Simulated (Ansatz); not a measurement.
# doublet C4H4Se+ at 3 levels

Aim: a comparison of 3 runs (UB2PLYP/def2-SVP, UB3LYP/def2-SVP, UBHLYP/def2-SVP) of doublet C4H4Se+. 

The results are computed with Ansatz 0.2.0.

38 further runs of the same task are left out: 38 set aside as unsound or not needed.

### Step 1. The structure to begin with

C4H4Se+ has 9 atoms, charge +1, and is taken as a doublet. SMILES of the parent species: `c1cc[se]c1`. Geometry: relaxed at PBE0-D4/def2-TZVP. That shape belongs to the parent species and isn't relaxed for this state.

Bond lengths: C1–C2 1.423 Å, C2–C3 1.357 Å, C3–Se4 1.851 Å, C1–C5 1.357 Å, Se4–C5 1.851 Å, C1–H6 1.083 Å, C2–H7 1.083 Å, C3–H8 1.079 Å, C5–H9 1.079 Å. Some angles: C1–C2–C3 114.8°, C2–C1–C5 114.8°, C2–C3–Se4 111.4°, C3–Se4–C5 87.5°, C1–C5–Se4 111.4°, C1–C2–H7 122.8°, C3–C2–H7 122.4°, C2–C1–H6 122.8°, C5–C1–H6 122.4°, C2–C3–H8 127.7°.

### Step 2. A single-point energy at UB2PLYP/def2-SVP (run 1)

molecule.yaml

```yaml
crystal:
  periodic: [false, false, false]
  atoms:
    - symbol: C
      position_ang: [0.161870, 0.966320, 0.120230]
    - symbol: C
      position_ang: [0.964250, -0.189170, -0.094240]
    - symbol: C
      position_ang: [0.270910, -1.350970, -0.203380]
    - symbol: Se
      position_ang: [-1.550740, -1.070180, -0.035800]
    - symbol: C
      position_ang: [-1.173010, 0.728430, 0.182560]
    - symbol: H
      position_ang: [0.580520, 1.959720, 0.225910]
    - symbol: H
      position_ang: [2.044320, -0.148290, -0.165330]
    - symbol: H
      position_ang: [0.666130, -2.341940, -0.366510]
    - symbol: H
      position_ang: [-1.964260, 1.446100, 0.336540]
basis:
  gaussian: {orbitals: def2-SVP}
total_charge: 1
magnetization: {spin_polarized: true, initial_magnetization: 1}
hamiltonian: {xc: {name: B2PLYP}}
correlation: {frozen_orbitals: {C: 1, H: 0, Se: 9}}
accuracy: high
output: {orbitals: {seedname: orbitals}}
```

Started as:

```bash
$ ansatz run molecule.yaml --threads 1 --pin off --max-ram 3480MiB --events-out events.jsonl --progress --plain --runs-dir runs
```

Log:

```text
Warning: RAYON_NUM_THREADS=1 ignored (pool sized by the plan → 1); use --threads N
Functional definition: B2PLYP
  name "B2PLYP"
  parameter a = 0.53
  parameter c = 0.27
  exchange = (1 - a)*b88_x + a*exact_x
  correlation = (1 - c)*lyp_c + c*(mp2_os + mp2_ss)
2447 factors; integrals over basis functions are off by at most 4.7e-9 eV
mean field evaluation 1: about -69508.3623 eV, gradient 4.5e1 eV
mean field evaluation 2: about -69508.4710 eV, gradient 4.5e1 eV
mean field evaluation 4: about -69519.7197 eV, gradient 7.8e0 eV
mean field evaluation 8: about -69520.1957 eV, gradient 5.9e-1 eV
mean field evaluation 16: about -69520.2162 eV, gradient 9.5e-3 eV
mean field evaluation 32: about -69520.2162 eV, gradient 4.2e-5 eV
mean field evaluation 64: about -69519.8362 eV, gradient 6.1e0 eV
mean field -69520.37045376 eV, -2554.8264915761 hartree, gradient 2.6e-8 eV, S^2 0.783950; 5 other end points of the search recorded, 0 dependent functions left out
13 core orbitals not correlated: weight in the atoms' cores, before any rotation towards them, 1.000 or more for the frozen orbitals, at most 0.000 for the correlated occupied ones
reference -69520.37047802 eV, -2554.8264924676 hartree; 18, 17 occupied and 77, 78 virtual orbitals, 2447 factors
second order -23.99845644 eV of doubles, -0.00000000 eV of singles
Total energy: -69526.85006126 eV, -2555.0646127596 hartree
```

It took 77 s on 1 thread of Arm Neoverse V2, shared host; peak memory 0.62 GiB.

### Step 3. The energy at UB3LYP/def2-SVP (run 2)

input.yaml

```yaml
crystal:
  periodic: [false, false, false]
  atoms:
    - {symbol: C, position_ang: [0.161870, 0.966320, 0.120230]}
    - {symbol: C, position_ang: [0.964250, -0.189170, -0.094240]}
    - {symbol: C, position_ang: [0.270910, -1.350970, -0.203380]}
    - {symbol: Se, position_ang: [-1.550740, -1.070180, -0.035800]}
    - {symbol: C, position_ang: [-1.173010, 0.728430, 0.182560]}
    - {symbol: H, position_ang: [0.580520, 1.959720, 0.225910]}
    - {symbol: H, position_ang: [2.044320, -0.148290, -0.165330]}
    - {symbol: H, position_ang: [0.666130, -2.341940, -0.366510]}
    - {symbol: H, position_ang: [-1.964260, 1.446100, 0.336540]}
basis:
  gaussian:
    orbitals: def2-SVP
total_charge: 1
magnetization:
  spin_polarized: true
  initial_magnetization: 1
hamiltonian:
  xc: {name: B3LYP}
accuracy: high
output:
  orbitals: {seedname: orbitals}
```

Started as:

```bash
$ ansatz run input.yaml --threads 1 --pin off --max-ram 3480MiB --events-out events.jsonl --progress --plain --runs-dir runs
```

Log:

```text
Warning: RAYON_NUM_THREADS=1 ignored (pool sized by the plan → 1); use --threads N
Functional definition: B3LYP
  name "B3LYP"
  parameter a0 = 0.2
  parameter ax = 0.72
  parameter ac = 0.81
  exchange = (1 - a0 - ax)*slater_x + ax*b88_x + a0*exact_x
  correlation = (1 - ac)*vwn_rpa_c + ac*lyp_c
2447 factors; integrals over basis functions are off by at most 4.7e-9 eV
mean field evaluation 1: about -69521.2299 eV, gradient 6.1e1 eV
mean field evaluation 2: about -69467.7575 eV, gradient 1.2e2 eV
mean field evaluation 4: about -69542.1935 eV, gradient 1.2e1 eV
mean field evaluation 8: about -69543.1455 eV, gradient 6.8e-1 eV
mean field evaluation 16: about -69543.1486 eV, gradient 1.2e-3 eV
mean field evaluation 32: about -69543.1486 eV, gradient 2.0e-6 eV
mean field -69543.14860439 eV, -2555.6635731721 hartree, gradient 4.5e-8 eV, S^2 0.764990; 3 other end points of the search recorded, 0 dependent functions left out
reference -69543.14864164 eV, -2555.6635745410 hartree; 31, 30 occupied and 77, 78 virtual orbitals, 2447 factors
Total energy: -69543.14864164 eV, -2555.6635745410 hartree
```

Run time: 45 s. Hardware: 1 thread of Arm Neoverse V2, shared host; peak memory 0.62 GiB.

### Step 4. The energy at UBHLYP/def2-SVP (run 3)

in.yaml

```yaml
crystal:
  periodic: [false, false, false]
  atoms:
    - {symbol: C, position_ang: [0.161870, 0.966320, 0.120230]}
    - {symbol: C, position_ang: [0.964250, -0.189170, -0.094240]}
    - {symbol: C, position_ang: [0.270910, -1.350970, -0.203380]}
    - {symbol: Se, position_ang: [-1.550740, -1.070180, -0.035800]}
    - {symbol: C, position_ang: [-1.173010, 0.728430, 0.182560]}
    - {symbol: H, position_ang: [0.580520, 1.959720, 0.225910]}
    - {symbol: H, position_ang: [2.044320, -0.148290, -0.165330]}
    - {symbol: H, position_ang: [0.666130, -2.341940, -0.366510]}
    - {symbol: H, position_ang: [-1.964260, 1.446100, 0.336540]}
basis:
  gaussian:
    orbitals: def2-SVP
total_charge: 1
magnetization:
  spin_polarized: true
  initial_magnetization: 1
hamiltonian:
  xc: {name: BHLYP}
accuracy: high
output:
  orbitals: {seedname: orbitals}
```

Started as:

```bash
$ ansatz run in.yaml --threads 1 --pin off --max-ram 3480MiB --events-out events.jsonl --progress --plain --runs-dir runs
```

Log:

```text
Warning: RAYON_NUM_THREADS=1 ignored (pool sized by the plan → 1); use --threads N
Functional definition: BHLYP
  name "BHLYP"
  parameter a = 0.5
  exchange = (1 - a)*b88_x + a*exact_x
  correlation = lyp_c
2447 factors; integrals over basis functions are off by at most 4.7e-9 eV
mean field evaluation 1: about -69526.4188 eV, gradient 4.7e1 eV
mean field evaluation 2: about -69515.2130 eV, gradient 6.5e1 eV
mean field evaluation 4: about -69538.8804 eV, gradient 3.2e0 eV
mean field evaluation 8: about -69539.0264 eV, gradient 3.2e-1 eV
mean field evaluation 16: about -69539.0304 eV, gradient 2.2e-3 eV
mean field evaluation 32: about -69539.0304 eV, gradient 1.6e-5 eV
mean field evaluation 64: about -69539.1180 eV, gradient 1.9e0 eV
mean field -69539.18288214 eV, -2555.5178355675 hartree, gradient 1.6e-8 eV, S^2 0.778957; 4 other end points of the search recorded, 0 dependent functions left out
reference -69539.18290802 eV, -2555.5178365184 hartree; 31, 30 occupied and 77, 78 virtual orbitals, 2447 factors
Total energy: -69539.18290802 eV, -2555.5178365184 hartree
```

Wall time 62 s (1 thread of Arm Neoverse V2, shared host); peak memory 0.62 GiB.

### Step 5. The series

```csv
run,level,frozen core orbitals,energy (Eh),HOMO energy (eV),LUMO energy (eV),⟨S²⟩,wall time
1,UB2PLYP/def2-SVP,13,-2555.064613,-13.60,-9.31,0.784,77 s
2,UB3LYP/def2-SVP,–,-2555.663575,-12.72,-11.12,0.765,45 s
3,UBHLYP/def2-SVP,–,-2555.517837,-13.72,-9.73,0.779,62 s
```

### Step 6. What came out

| quantity | value |
| --- | --- |
| run 3: total energy | -2555.51784 Eh |
| run 3: HOMO energy (highest over α and β) | -13.72 eV |
| run 3: LUMO energy (lowest over α and β) | -9.73 eV |
| run 3: ⟨S²⟩ | 0.779 |

Totals of different functionals can't be ranked against each other. All runs together took 3.1 min, the longest 77 s.
